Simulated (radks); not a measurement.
# Ru⁴⁺ in [Kr] 4d4: an all-electron calculation

An exercise on one series of results from a longer session: the logs are not shown, and one member is left open.

The numbers are computed with radks (a radial shooting solver on a logarithmic mesh, Libxc functionals) version 1 (scalar-relativistic Kohn-Sham, HCTH/407, spin-polarised, spherical densities, finite nucleus; open shells are filled with parallel spins first), except any that are marked as measured or tabulated.

## Starting point

```
element            : ruthenium (Z = 44)
charge             : +4
electrons          : 40
configuration      : [Kr] 4d4
nuclear rms radius : 4.4809 fm
```

Outer shells as boxes (Hund's rule):

Ru⁴⁺
```
[Kr] core
4d [↑ ][↑ ][↑ ][↑ ][  ]
```

The first run:

Input:

```text
Z 44
configuration [Kr] 4d4
relativity scalar-relativistic
functional hcth_407
spin polarised
nucleus finite rms 4.4809 fm
c 137.035999084
```

One table of the session follows, with a row left open; its other results are not shown here.

It belongs to the step «Radial structure». Radial moments (bohr):

| level | <r> | outermost maximum (interpolated) | 90 % within | nodes |
| --- | --- | --- | --- | --- |
| 1s down | 0.03345 | 0.0217 | 0.0600 | 0 |
| 1s up | 0.03346 | 0.0217 | 0.0600 | 0 |
| 2s up | 0.1457 | 0.123 | 0.225 | 1 |
| 2s down | 0.1457 | 0.123 | 0.225 | 1 |
| 2p up | 0.1269 | 0.0982 | 0.207 | 0 |
| 2p down | 0.1269 | 0.0982 | 0.207 | 0 |
| 3s up | 0.4023 | 0.361 | 0.593 | 2 |
| 3s down | 0.4022 | 0.362 | 0.593 | 2 |
| 3p up | 0.4023 | 0.354 | 0.607 | 1 |
| 3p down | 0.4022 | 0.355 | 0.606 | 1 |
| 3d up | 0.3828 | 0.300 | 0.609 | 0 |
| 3d down | 0.3826 | 0.300 | 0.608 | 0 |
| 4s up | 1.004 | 0.911 | 1.45 | 3 |
| 4s down | 0.9995 | 0.907 | 1.45 | 3 |
| 4p up | 1.092 | 0.974 | 1.60 | 2 |
| 4p down | 1.093 | 0.969 | 1.61 | 2 |
| 4d up | ? | ? | ? | ? |
| 4d down | 1.391 | 1.14 | 2.16 | 1 |

Estimate the missing values for 4d up.

As computed: <r>: 1.345; outermost maximum (interpolated): 1.14; 90 % within: 2.04; nodes: 1. In the column «<r>» it lies between 4p down (1.093) and 4d down (1.391).

Limits of these values: Open shells are spherical and high-spin; term and fine-structure splittings are not resolved.
